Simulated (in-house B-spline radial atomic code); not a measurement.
**Pd³⁺: ionisation energy by several methods**

One table from this session's results is given with a row withheld; the runs are named, their logs left out.

Program: in-house B-spline radial atomic code version 1. Level of theory: Dirac-Coulomb, several functionals, exact exchange averaged over the configuration; spherical all-electron atom at the radial basis limit. These are calculated values, not measurements, unless marked.

## What is computed

```
element       : palladium (Z = 46)
charge        : +3
electrons     : 43
configuration : [Kr] 4d7
nucleus       : Fermi, rms radius 4.532 fm
```

Outer shells as boxes (Hund's rule):

[Kr] 4d7
```
[Kr] core
4d [↑↓][↑↓][↑ ][↑ ][↑ ]
```

The boxes only draw the filling; these runs are spin-restricted and spherical.

Set-up of the first run:

The run's settings:

```ini
Z = 46
electrons = 43.0
configuration = [Kr] 4d7
hamiltonian = dirac
method = b3lyp
spin_polarised = False
nucleus = fermi
rms_radius = 4.5318
mass_number = 106
atomic_mass = 105.903480287
speed_of_light = 137.035999084
exact_exchange = averaged over the configuration
```

Command:

```sh
python run_scf.py task.json out
```

One command runs all members of the session, one after another, from task.json.

Among the steps run: B3LYP; BHandHLYP; CAM-B3LYP; HSE06.

One of the session's tables, all rows but one given; the rest of the session is left out.

```
   method  ΔSCF (eV)  with Breit, QED, recoil (eV)
    B3LYP     49.303                        49.313
BHandHLYP     48.993                        49.003
CAM-B3LYP     49.248                        49.258
    HSE06          ?                             ?
```

Q: Estimate the row for HSE06 from the others.

As computed: ΔSCF (eV): 49.219; with Breit, QED, recoil (eV): 49.229. In the column «ΔSCF (eV)» it lies between BHandHLYP (48.993) and CAM-B3LYP (49.248).
